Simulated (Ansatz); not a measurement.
# F₂GaH₂N: basis-set convergence

The task here is to estimate one member of a computed series from the others.

The runs use Ansatz 0.2.0, Gaussian basis; one geometry, several basis sets.

The runs, in order: PBE0-D4/def2-SVP; ωB97M-V/def2-SVP; PBE0-D4/def2-QZVPP; ωB97M-V/def2-QZVPP; the functionals' def2-TZVPP values are taken from earlier runs.

### The relaxed structure

An earlier PBE0-D4 in a triple-zeta def2 set relaxation fixed the geometry.

SMILES `[NH2][Ga]([F])[F]`, 6 atoms, charge 0, spin multiplicity 1.

Atoms are counted from 1 here; the program's logs count them from 0.

Bond lengths: N1–Ga2 1.790 Å, N1–H5 1.006 Å, N1–H6 1.006 Å, Ga2–F3 1.739 Å, Ga2–F4 1.739 Å. Angles: Ga2–N1–H5 121.0°, Ga2–N1–H6 121.0°, H5–N1–H6 112.8°, N1–Ga2–F3 122.4°, N1–Ga2–F4 122.4°, F3–Ga2–F4 115.1°.

Set-up of the first run:

in.yaml

```yaml
crystal:
  periodic: [false, false, false]
  atoms:
    - {symbol: N, position_ang: [-0.297463, 0.963701, -0.172654]}
    - {symbol: Ga, position_ang: [0.284239, -0.715277, 0.041964]}
    - {symbol: F, position_ang: [1.684991, -1.101638, 0.997658]}
    - {symbol: F, position_ang: [-0.455267, -2.067723, -0.763393]}
    - {symbol: H, position_ang: [0.025128, 1.704833, 0.425698]}
    - {symbol: H, position_ang: [-1.199529, 1.152105, -0.575372]}
basis:
  gaussian: {orbitals: def2-SVP}
hamiltonian: {xc: pbe0, dispersion: d4}
output: {orbitals: {seedname: orbitals}}
```

Steps of the session up to this table: PBE0-D4 in def2-SVP; ωB97M-V in def2-SVP; PBE0-D4 in def2-QZVPP; ωB97M-V in def2-QZVPP.

One table of the session follows, with a row left open; its other results are not shown here.

It belongs to the step «Functionals by basis». 

```
functional       basis  HOMO (eV)
   PBE0-D4    def2-SVP          ?
   PBE0-D4  def2-TZVPP      -8.33
   PBE0-D4  def2-QZVPP      -8.39
   ωB97M-V    def2-SVP     -10.50
   ωB97M-V  def2-TZVPP     -10.74
   ωB97M-V  def2-QZVPP     -10.80
```

**Question.** Estimate the row for PBE0-D4, def2-SVP.

The run gave: HOMO (eV): -8.12. In the column «HOMO (eV)» it is the highest.
